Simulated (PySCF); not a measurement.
# thiophene-2-boronic acid (C₄H₅BO₂S): a tour of settings, part 2 of 2

PySCF 2.14.0. Atoms count from 0. Earlier steps stand in the parts before.

## (4) Excited states and response: PBE0/def2-SVP

Job settings and geometry (Å):

```
{"job": {"kind": "uv", "xc": "PBE0", "basis": "def2-SVP", "nstates": 25, "ntriplets": 5, "tda": false, "scf": {"guess": "vsap"}}, "charge": 0, "multiplicity": 1}
O     -2.489740     0.730205    -0.971850
B     -1.730294     0.037066    -0.079993
O     -2.356489    -0.712595     0.852285
C     -0.168359     0.060807    -0.074939
C      0.689825    -0.601483     0.758890
C      2.053184    -0.365008     0.490576
C      2.235644     0.485019    -0.552828
S      0.744776     1.004817    -1.222772
H     -2.018268     1.251393    -1.619796
H     -3.311887    -0.681083     0.786154
H      0.332926    -1.241876     1.544819
H      2.859978    -0.808550     1.046509
H      3.154316     0.841774    -0.974782
```

Level: TDDFT PBE0/def2-SVP, vertical, gas phase, core orbitals frozen in the response.

The program printed:

```text
final grid: 117064 points
cycle   1  E = -720.6229949538  dE =  5.610e+00  |g| = 4.536e+00  |ddm| = 2.025e+01
cycle   2  E = -685.6661863239  dE =  3.496e+01  |g| = 9.997e+00  |ddm| = 2.381e+01
cycle   3  E = -726.3567902130  dE = -4.069e+01  |g| = 2.515e+00  |ddm| = 1.302e+01
cycle   4  E = -726.9009369047  dE = -5.441e-01  |g| = 1.940e+00  |ddm| = 4.358e+00
cycle   5  E = -728.1274139671  dE = -1.226e+00  |g| = 3.144e-01  |ddm| = 2.824e+00
cycle   6  E = -728.1394690150  dE = -1.206e-02  |g| = 2.603e-01  |ddm| = 7.080e-01
cycle   7  E = -728.1573871071  dE = -1.792e-02  |g| = 4.565e-02  |ddm| = 3.050e-01
cycle   8  E = -728.1578800688  dE = -4.930e-04  |g| = 1.091e-02  |ddm| = 5.070e-02
cycle   9  E = -728.1579080623  dE = -2.799e-05  |g| = 4.577e-03  |ddm| = 1.484e-02
cycle  10  E = -728.1579132564  dE = -5.194e-06  |g| = 1.473e-03  |ddm| = 6.317e-03
cycle  11  E = -728.1579138214  dE = -5.650e-07  |g| = 4.312e-04  |ddm| = 2.439e-03
cycle  12  E = -728.1579138699  dE = -4.849e-08  |g| = 5.492e-05  |ddm| = 5.819e-04
cycle  13  E = -728.1579138708  dE = -8.604e-10  |g| = 3.207e-05  |ddm| = 1.216e-04
cycle  14  E = -728.1579138710  dE = -2.260e-10  |g| = 1.287e-05  |ddm| = 4.394e-05
converged SCF energy = -728.1579138710

Static polarisability (au): isotropic 69.043, principal 36.211 78.623 92.295

Singlet excitations
state   eV       nm        f      main configurations
  1   5.5172    224.7   0.18766   H->L 0.81, H-1->L 0.14
  2   5.7016    217.5   0.08880   H-1->L 0.76, H->L 0.15
  3   6.3502    195.2   0.00002   H->L+1 0.97
  4   6.5577    189.1   0.00004   H-1->L+1 0.95
  5   7.1556    173.3   0.00004   H-3->L 0.97
  6   7.3696    168.2   0.01179   H-2->L 0.96
  7   7.5402    164.4   0.00403   H-4->L 0.96
  8   7.5602    164.0   0.10785   H->L+2 0.69, H-1->L+2 0.14
  9   7.9074    156.8   0.19369   H-1->L+2 0.79, H->L+2 0.13
 10   7.9431    156.1   0.00030   H->L+4 0.57, H->L+3 0.39
 11   8.0232    154.5   0.00017   H->L+3 0.50, H->L+4 0.33, H->L+5 0.12
 12   8.1932    151.3   0.00027   H-5->L 0.70, H-7->L 0.24
 13   8.3392    148.7   0.00102   H-1->L+3 0.28, H->L+5 0.22, H-1->L+4 0.20
 14   8.3891    147.8   0.00010   H-7->L 0.60, H-5->L 0.15, H-1->L+3 0.14
 15   8.4178    147.3   0.00076   H->L+5 0.51, H-1->L+4 0.28, H-1->L+3 0.10
 16   8.5685    144.7   0.00084   H-1->L+4 0.36, H-1->L+3 0.30, H-1->L+5 0.20
 17   8.6347    143.6   0.00087   H-2->L+1 0.90
 18   8.7680    141.4   0.04419   H-6->L 0.79
 19   8.8510    140.1   0.00013   H-1->L+5 0.47, H-9->L 0.35, H-1->L+3 0.09
 20   8.8872    139.5   0.00457   H-9->L 0.58, H-1->L+5 0.26
 21   9.0075    137.6   0.09175   H-3->L+1 0.84, H-6->L 0.09
 22   9.1950    134.8   0.00005   H->L+6 0.93
 23   9.3257    132.9   0.01003   H-8->L 0.46, H->L+7 0.45
 24   9.3864    132.1   0.00016   H-3->L+2 0.79, H-10->L 0.17
 25   9.4749    130.9   0.04035   H-4->L+1 0.49, H-1->L+7 0.35

Triplet excitations (Tamm-Dancoff, eV): 3.5827 4.3335 5.9195 6.0453 6.1794
```

It took 33 s on 1 thread of Arm Neoverse V1, shared host; peak memory 0.7 GiB.

In short: HOMO -6.93 eV, LUMO -0.82 eV; lowest singlet 5.52 eV.

## (5) Shielding tensors: HCTH407/3-21G

Same as in step 4 but for these lines:

```diff
@@ -1,2 +1,2 @@
-{"job": {"kind": "uv", "xc": "PBE0", "basis": "def2-SVP", "nstates": 25, "ntriplets": 5, "tda": false, "scf": {"guess": "vsap"}}, "charge": 0, "multiplicity": 1}
+{"job": {"kind": "nmr", "xc": "HCTH407", "basis": "3-21G", "pop": false}, "charge": 0, "multiplicity": 1}
 O     -2.489740     0.730205    -0.971850
```

Level: GIAO HCTH407/3-21G NMR shielding, non-relativistic, gas phase.

The program printed:

```text
coarse grid: 12328 points
cycle   1  E = -724.9632116785  dE =  9.710e-01  |g| = 9.585e-01  |ddm| = 4.143e+00
cycle   2  E = -724.5953201326  dE =  3.679e-01  |g| = 1.619e+00  |ddm| = 2.413e+00
cycle   3  E = -725.1267638265  dE = -5.314e-01  |g| = 2.198e-01  |ddm| = 1.771e+00
cycle   4  E = -725.1376956279  dE = -1.093e-02  |g| = 1.062e-01  |ddm| = 3.569e-01
cycle   5  E = -725.1401943236  dE = -2.499e-03  |g| = 3.564e-02  |ddm| = 1.500e-01
cycle   6  E = -725.1404882452  dE = -2.939e-04  |g| = 1.569e-02  |ddm| = 6.382e-02
cycle   7  E = -725.1405543855  dE = -6.614e-05  |g| = 4.116e-03  |ddm| = 2.210e-02
cycle   8  E = -725.1405582991  dE = -3.914e-06  |g| = 1.803e-03  |ddm| = 7.885e-03
final grid: 117064 points
cycle   9  E = -725.2054546346  dE = -1.153e-05  |g| = 1.435e-02  |ddm| = 3.386e-02
cycle  10  E = -725.2052677774  dE =  1.869e-04  |g| = 2.864e-02  |ddm| = 5.702e-02
cycle  11  E = -725.2055075108  dE = -2.397e-04  |g| = 3.582e-03  |ddm| = 4.295e-02
cycle  12  E = -725.2055114626  dE = -3.952e-06  |g| = 6.125e-04  |ddm| = 4.853e-03
cycle  13  E = -725.2055115468  dE = -8.415e-08  |g| = 2.283e-04  |ddm| = 1.001e-03
cycle  14  E = -725.2055115582  dE = -1.141e-08  |g| = 1.131e-04  |ddm| = 4.102e-04
cycle  15  E = -725.2055115622  dE = -4.037e-09  |g| = 1.275e-05  |ddm| = 1.627e-04
cycle  16  E = -725.2055115623  dE = -3.229e-11  |g| = 7.160e-06  |ddm| = 2.034e-05
converged SCF energy = -725.2055115623

GIAO shielding tensors (ppm)
atom      isotropic    diamagn.    paramagn.     s11        s22        s33       span
  0 O      245.330     396.664    -151.333    161.660    283.613    290.718    129.058
  1 B      104.134     192.264     -88.130     93.758    103.733    114.912     21.154
  2 O      251.241     384.865    -133.624    170.845    276.599    306.278    135.432
  3 C       84.669     262.131    -177.462     33.623     65.274    155.110    121.487
  4 C       91.006     252.150    -161.144     26.199     78.872    167.945    141.746
  5 C       97.859     256.416    -158.557     38.645     86.188    168.744    130.099
  6 C       91.777     269.658    -177.881     27.072     84.781    163.477    136.405
  7 S      403.355    1055.391    -652.036    317.651    405.632    486.781    169.131
  8 H       29.016      31.632      -2.616     22.370     28.541     36.136     13.766
  9 H       29.250      27.163       2.087     24.158     25.110     38.481     14.323
 10 H       25.721      32.125      -6.404     21.943     26.443     28.776      6.833
 11 H       26.404      31.736      -5.332     23.429     26.168     29.613      6.184
 12 H       26.401      33.509      -7.108     23.317     25.882     30.003      6.685
```

Wall time 10 s (1 thread of Arm Neoverse V1, shared host); peak memory 0.47 GiB.

Key values: δ C3 120.3, C4 113.9, C6 113.2, C5 107.1, H10 7.55, H12 6.87 ppm.

## (6) TDDFT and polarisability: PBE0/cc-pVDZ

Same as in step 5 but for these lines:

```diff
@@ -1,2 +1,2 @@
-{"job": {"kind": "nmr", "xc": "HCTH407", "basis": "3-21G", "pop": false}, "charge": 0, "multiplicity": 1}
+{"job": {"kind": "uv", "xc": "PBE0", "basis": "cc-pVDZ", "nstates": 3, "ntriplets": 2, "tda": false, "scf": {"conv": 1e-07, "guess": "huckel"}}, "charge": 0, "multiplicity": 1}
 O     -2.489740     0.730205    -0.971850
```

Method: TDDFT PBE0/cc-pVDZ, vertical, gas phase, core orbitals frozen in the response.

The program printed:

```text
final grid: 117064 points
cycle   1  E = -725.6107033005  dE =  1.601e-01  |g| = 3.348e+00  |ddm| = 1.029e+01
cycle   2  E = -710.8324677654  dE =  1.478e+01  |g| = 6.420e+00  |ddm| = 1.942e+01
cycle   3  E = -727.8719740290  dE = -1.704e+01  |g| = 1.452e+00  |ddm| = 1.735e+01
cycle   4  E = -728.1666907191  dE = -2.947e-01  |g| = 1.174e+00  |ddm| = 4.119e+00
cycle   5  E = -728.5248217296  dE = -3.581e-01  |g| = 2.848e-01  |ddm| = 1.961e+00
cycle   6  E = -728.5435970875  dE = -1.878e-02  |g| = 1.142e-01  |ddm| = 6.875e-01
cycle   7  E = -728.5467698121  dE = -3.173e-03  |g| = 4.288e-02  |ddm| = 2.258e-01
cycle   8  E = -728.5472163669  dE = -4.466e-04  |g| = 1.350e-02  |ddm| = 7.964e-02
cycle   9  E = -728.5472651753  dE = -4.881e-05  |g| = 3.343e-03  |ddm| = 2.489e-02
cycle  10  E = -728.5472678667  dE = -2.691e-06  |g| = 1.033e-03  |ddm| = 6.625e-03
cycle  11  E = -728.5472681252  dE = -2.586e-07  |g| = 1.261e-04  |ddm| = 1.650e-03
cycle  12  E = -728.5472681300  dE = -4.723e-09  |g| = 3.068e-05  |ddm| = 2.983e-04
converged SCF energy = -728.5472681300

Static polarisability (au): isotropic 70.317, principal 34.283 81.692 94.975

Singlet excitations
state   eV       nm        f      main configurations
  1   5.4758    226.4   0.18336   H->L 0.83, H-1->L 0.12
  2   5.6706    218.6   0.08425   H-1->L 0.78, H->L 0.13
  3   6.2138    199.5   0.00021   H->L+1 0.98

Triplet excitations (Tamm-Dancoff, eV): 3.5603 4.3445
```

It took 18 s on 1 thread of Arm Neoverse V1, shared host; peak memory 0.69 GiB.

In short: HOMO -6.82 eV, LUMO -0.74 eV; lowest singlet 5.48 eV.

## (7) Comparing the runs: NMR shifts

Shifts (ppm) of some atoms, chosen among heavy atoms and hydrogens apart, means over like atoms, with basis size and wall time:

```csv
run,C3,C4,C6,C5,H12,H11,O0,functions,time
PBE0/pcSseg-1,144.3,143.2,139.5,132.8,7.43,7.36,110.2,168,26 s
HCTH407/3-21G,120.3,113.9,113.2,107.1,6.87,6.87,76.2,86,10 s
```

## (8) Run by run: electronic excitations

Excitations and ground-state properties, with basis size and wall time:

```csv
run,lowest singlet (eV),brightest (eV),f,gap (eV),α (Å³),μ (D),functions,time
PBE0/def2-SVPD,5.37,5.37,0.165,6.02,12.40,0.84,213,38 s
PBE0/def2-SVP,5.52,7.91,0.194,6.11,10.23,0.78,141,33 s
PBE0/cc-pVDZ,5.48,5.48,0.183,6.08,10.42,0.68,141,18 s
```

## (9) What came out

The summary covers parts 1 to 2.

```
                                                               quantity                           value
                                 ¹³C shifts against TMS (PBE0/pcSseg-1)  144.3, 143.2, 139.5, 132.8 ppm
 ¹H shifts against TMS (PBE0/pcSseg-1, means over atoms taken as alike)      7.97, 7.43, 7.36, 4.29 ppm
¹⁷O shifts against H2O (PBE0/pcSseg-1, means over atoms taken as alike)                       110.2 ppm
                            ¹¹B shifts against BF3·OEt2 (PBE0/pcSseg-1)                        23.3 ppm
                                 ³³S shifts against CS2 (PBE0/pcSseg-1)                         242 ppm
                                  surface potential, 1st and 99th percentile              -1.23 V and 2.23 V
                                        lowest singlet (PBE0/def2-SVPD)     5.37 eV (231 nm), f = 0.165
                                                         lowest triplet                         3.55 eV
                                               range of the shift of O0               76.2 to 110.2 ppm
                                            range of the lowest singlet                 5.37 to 5.52 eV
```

**Reading.** Single values in the summary come from the first run of each kind that ended normally (PBE0/pcSseg-1; PBE0/def2-SVPD), which need not be the best level. At PBE0/pcSseg-1: The widest tensor belongs to S7: span 291 ppm, with a paramagnetic part of -797 ppm. NICS(1)zz of -28 ppm above the planar ring from C3 marks a diatropic (aromatic) ring current. At PBE0/pcSseg-1, counted by nearest atom on the grid, the HOMO lies on C3, C6 about 31 % each; C4, C5 about 11 % each, the LUMO on C3, C6 about 19 % each; S7 17 %. The lowest singlet, at 5.37 eV, is HOMO→LUMO 0.76, HOMO−1→LUMO 0.19 and is bright. The lowest triplet lies 1.83 eV below the lowest singlet (triplets in Tamm-Dancoff, singlets in full TDDFT). Among the atoms with a shift in every run: Across the 2 runs the shift of O0 (with its like atoms) moves most, between 76.2 (HCTH407/3-21G) and 110.2 ppm (PBE0/pcSseg-1). Part of that comes from the computed reference. The lowest singlet runs from 5.37 eV (PBE0/def2-SVPD) to 5.52 eV (PBE0/def2-SVP), while the orbital gap spans 6.02 to 6.11 eV. The lowest state need not be the same one in every run. The runs solved for a few states only, so the brightest column depends on that window.
